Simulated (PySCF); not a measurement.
# SrF−: from the state search to spectroscopic constants

An exercise on one series of results from a longer session: the logs are not shown, and one member is left open.

Method: Sr def2-SVPD with ECP28, F def2-SVPD, scalar-relativistic core potentials; program: PySCF 2.14.0.

3 further runs of the same task are left out: 3 set aside as unsound or not needed.

The first run:

Settings of the job:

- atoms: Sr, F
- charge: -1
- basis: Sr def2-SVPD with ECP28, F def2-SVPD
- Hamiltonian: scalar-relativistic core potentials
- basis functions: 49
- electrons treated: 20
- masses in u: 87.9056, 18.9984
- levels: PBE0, PBE, r²SCAN, PBEsol, r²SCANh, M06-2X, HSE06, HF, MP2, SCS-MP2, CCSD, CCSD(T)
- grid: 80 radial by 434 angular points
- occupations: held fixed by the projection of orbital angular momentum
- dissociation limit: Sr + F−, each in its ground configuration
- starting distance in angstrom: 2.425
- values of 2S to try: 0, 2

Started as:

```bash
OMP_NUM_THREADS=1 python dia.py task.json out
```

Among the steps run: Set-up; PBE0 along the bond; PBE; r²SCAN (meta-GGA); PBEsol (GGA); r²SCANh (hybrid meta-GGA); M06-2X (hybrid meta-GGA); HSE06 (range-separated hybrid); RHF (mean field); Adding correlation.

One of the session's tables, all rows but one given; the rest of the session is left out.

It belongs to the step «The curves together». Energy (eV) from each level's lowest point:

| R (Å) | RHF | RHF-MP2 | RHF-SCS-MP2 | RHF-CCSD | RHF-CCSD(T) |
| --- | --- | --- | --- | --- | --- |
| 1.877 | 1.010 | 0.957 | 0.980 | n/a | n/a |
| 1.964 | 0.471 | 0.440 | 0.455 | 0.448 | 0.447 |
| 2.051 | 0.167 | 0.151 | 0.159 | 0.154 | 0.154 |
| 2.116 | 0.049 | 0.042 | 0.046 | 0.043 | 0.043 |
| 2.182 | 0.000 | 0.000 | 0.000 | 0.000 | 0.000 |
| 2.248 | 0.002 | 0.008 | 0.005 | 0.009 | 0.008 |
| 2.335 | 0.062 | 0.074 | 0.067 | 0.077 | 0.076 |
| 2.444 | ? | ? | ? | ? | ? |
| 2.575 | 0.401 | 0.426 | 0.414 | 0.440 | 0.436 |
| 2.749 | 0.700 | 0.735 | 0.720 | n/a | n/a |

**Question.** Estimate the row for R (Å) = 2.444.

Worked estimate for «RHF». A straight line through the neighbours (2.335, 0.062) and (2.575, 0.401) gives 0.062 + (0.401 − 0.062) × (2.444 − 2.335) / (2.575 − 2.335) = 0.216; a parabola fitted to 4 rows on both sides gives 0.203.

The run gave: RHF: 0.196; RHF-MP2: 0.213; RHF-SCS-MP2: 0.204; RHF-CCSD: 0.221; RHF-CCSD(T): 0.218. In «RHF» the line misses by +0.020 and the parabola by +0.007.
